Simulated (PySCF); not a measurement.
**CH5AlNO− (SMILES O=C[NH][AlH3-]) at 6 levels**

We compute a comparison of 6 runs (HF/3-21G, HF/def2-SVP, PBE0/def2-SVP, wB97X/def2-SVP, PBE0/def2-TZVP, SVWN5/def2-TZVP) of CH5AlNO−. The job is set up through a Python script.

Program for the calculation: PySCF 2.14.0.

**1. The molecule**

The species is CH5AlNO− (9 atoms), meant as a singlet with charge -1. SMILES: `O=C[NH][AlH3-]`. Geometry: a GFN2-xTB relaxation, a rough one for these elements and not checked as a minimum. This is one conformer, not always the lowest.

Bond lengths: O1–C2 1.216 Å, C2–N3 1.326 Å, N3–Al4 1.901 Å, C2–H5 1.133 Å, N3–H6 1.018 Å, Al4–H7 1.609 Å, Al4–H8 1.586 Å, Al4–H9 1.618 Å. Some angles: O1–C2–N3 127.9°, C2–N3–Al4 146.7°, O1–C2–H5 118.3°, N3–C2–H5 113.8°, C2–N3–H6 112.4°, Al4–N3–H6 100.8°, N3–Al4–H7 103.6°, N3–Al4–H8 115.6°, N3–Al4–H9 99.3°, H7–Al4–H8 113.2°.

**2. Energy and gradient at HF/3-21G (run 1)**

Input file input.py:

```python
import pyscf.grad
from pyscf import gto

mol = gto.M(
    atom=[
    ('O', (0.917980, 1.268080, -1.884900)),
    ('C', (1.221340, 0.871040, -0.776610)),
    ('N', (0.475870, 0.176220, 0.072130)),
    ('Al', (-1.191590, -0.679910, 0.390200)),
    ('H', (2.258990, 1.106460, -0.387080)),
    ('H', (0.964630, -0.027740, 0.941430)),
    ('H', (-0.834970, -2.245980, 0.298850)),
    ('H', (-2.375620, -0.252210, -0.574960)),
    ('H', (-1.436640, -0.215970, 1.920940)),
],
    basis='3-21g',
    max_memory=1860,
    charge=-1,
    verbose=4,
)

hf = mol.RHF()
hf.conv_tol = 1e-10
hf.kernel()
if not hf.converged:
    hf = hf.newton().run(hf.mo_coeff, hf.mo_occ)

e_tot = hf.e_tot
print('Final energy', e_tot)
grad = hf.Gradients().kernel()
dip = hf.dip_moment()
pop, q = hf.mulliken_pop()
```

The run is started by

```bash
OMP_NUM_THREADS=1 python input.py
```

Log:

```text
PySCF version 2.14.0

[... 65 lines left out ...]
converged SCF energy = -409.766609182754
Final energy -409.7666091827541
[... 12 lines left out ...]
WARN: System has nonzero charge -1; the dipole moment is origin-dependent.
[... 2 lines left out ...]
Dipole moment(X, Y, Z, Debye):  4.30174,  0.64294,  2.46658
[... 60 lines left out ...]
charge of    8H =     -0.37879
```

Run time: 4.2 s. Hardware: 1 thread of Intel Xeon at 2.50GHz (Skylake/Cascade Lake), shared host; peak memory 0.12 GiB.

**3. Energy and gradient at HF/def2-SVP (run 2)**

Input file calc.py:

```python
# O=C[NH][AlH3-]
import pyscf.grad
from pyscf import gto

mol = gto.M(
    atom=[
    ('O', (0.917980, 1.268080, -1.884900)),
    ('C', (1.221340, 0.871040, -0.776610)),
    ('N', (0.475870, 0.176220, 0.072130)),
    ('Al', (-1.191590, -0.679910, 0.390200)),
    ('H', (2.258990, 1.106460, -0.387080)),
    ('H', (0.964630, -0.027740, 0.941430)),
    ('H', (-0.834970, -2.245980, 0.298850)),
    ('H', (-2.375620, -0.252210, -0.574960)),
    ('H', (-1.436640, -0.215970, 1.920940)),
],
    max_memory=1860,
    verbose=4,
    spin=0,
    charge=-1,
    basis='def2-svp',
)

myscf = mol.RHF()
myscf.conv_tol = 1e-10
myscf.kernel()
if not myscf.converged:
    myscf = myscf.newton().run(myscf.mo_coeff, myscf.mo_occ)

energy = myscf.e_tot
print('E(%s) = %.9f' % ('HF', energy))
grad = myscf.Gradients().kernel()
myscf.analyze()
```

The run is started by

```bash
OMP_NUM_THREADS=1 python calc.py
```

Log:

```text
PySCF version 2.14.0

[... 91 lines left out ...]
MO #5   energy= -4.656953980839    occ= 2
[... 15 lines left out ...]
MO #21  energy= 0.315260418901633  occ= 0
[... 15 lines left out ...]
MO #37  energy= 0.861258980223644  occ= 0
[... 15 lines left out ...]
MO #53  energy= 1.62430388584433   occ= 0
[... 15 lines left out ...]
MO #69  energy= 2.44688910622474   occ= 0
[... 15 lines left out ...]
MO #85  energy= 4.23803371014046   occ= 0
[... 98 lines left out ...]
WARN: System has nonzero charge -1; the dipole moment is origin-dependent.
Location of origin: [0. 0. 0.]

Dipole moment(X, Y, Z, Debye):  4.24805,  0.59980,  2.53114
```

It took 15 s on 1 thread of Intel Xeon at 2.50GHz (Skylake/Cascade Lake), shared host; peak memory 0.17 GiB.

Runs 3 to 5 aren't shown in full; the table further down has their settings and results.

**4. Energy and forces at SVWN5/def2-TZVP (run 6)**

Input file calc.py:

```python
# O=C[NH][AlH3-]
from pyscf import gto, dft

mol = gto.M(
    atom='''
O    0.917980   1.268080  -1.884900
C    1.221340   0.871040  -0.776610
N    0.475870   0.176220   0.072130
Al  -1.191590  -0.679910   0.390200
H    2.258990   1.106460  -0.387080
H    0.964630  -0.027740   0.941430
H   -0.834970  -2.245980   0.298850
H   -2.375620  -0.252210  -0.574960
H   -1.436640  -0.215970   1.920940
''',
    verbose=3,
    charge=-1,
    max_memory=1860,
    basis='def2-tzvp',
)

ks = dft.RKS(mol)
ks.xc = 'svwn'
ks.conv_tol = 1e-10
ks.grids.level = 5
ks.kernel()
if not ks.converged:
    ks = ks.newton().run(ks.mo_coeff, ks.mo_occ)

e_tot = ks.e_tot
print(f'total energy: {e_tot:.8f} hartree')
grad = ks.nuc_grad_method().kernel()
dip = ks.dip_moment()
pop, q = ks.mulliken_pop()
```

The run is started by

```bash
OMP_NUM_THREADS=1 python calc.py
```

Log:

```text
converged SCF energy = -411.263138126144
total energy: -411.26313813 hartree
--------------- RKS gradients ---------------
         x                y                z
0 O     0.0055990924    -0.0047791831     0.0153788735
1 C    -0.0040229463     0.0028609292    -0.0090500641
2 N     0.0040961109     0.0027930372    -0.0035820865
[... 5 lines of this table left out ...]
8 H     0.0014780602     0.0001950536    -0.0053198958
----------------------------------------------

WARN: System has nonzero charge -1; the dipole moment is origin-dependent.
[... 2 lines left out ...]
Dipole moment(X, Y, Z, Debye):  3.60875,  0.39190,  2.35947
[... 170 lines left out ...]
charge of    8H =     -0.19855
```

It took 2.2 min on 1 thread of Intel Xeon at 2.50GHz (Skylake/Cascade Lake), shared host; peak memory 1.3 GiB.

**5. The series**

```csv
run,level,integration grid,energy (Eh),HOMO energy (eV),LUMO energy (eV),HOMO–LUMO gap (eV),wall time
1,HF/3-21G,–,-409.766609,-4.90,8.64,13.53,4.2 s
2,HF/def2-SVP,–,-411.856623,-5.29,8.58,13.87,15 s
3,PBE0/def2-SVP,5,-413.077368,-2.16,5.64,7.80,55 s
4,wB97X/def2-SVP,5,-413.335926,-4.50,7.62,12.12,80 s
5,PBE0/def2-TZVP,5,-413.363207,-2.41,4.92,7.33,3 min
6,SVWN5/def2-TZVP,5,-411.263138,-1.31,3.86,5.16,2.2 min
```

**6. What came out**

| quantity | value |
| --- | --- |
| run 6: total energy | -411.26314 Eh |
| run 6: HOMO energy | -1.31 eV |
| run 6: LUMO energy | 3.86 eV |
| run 6: HOMO–LUMO gap (to an unbound level, set by the basis) | 5.16 eV |
| run 6: largest force on an atom | 0.877 eV/Å |

**Reading.** The HOMO–LUMO gap runs from 5.16 eV (SVWN5/def2-TZVP) to 13.87 eV (HF/def2-SVP). The two ends differ in method and basis. The empty levels of an anion lie above zero and hang on the basis. Totals of different functionals can't be ranked against each other. All runs together took 7.7 min, the longest 3 min.
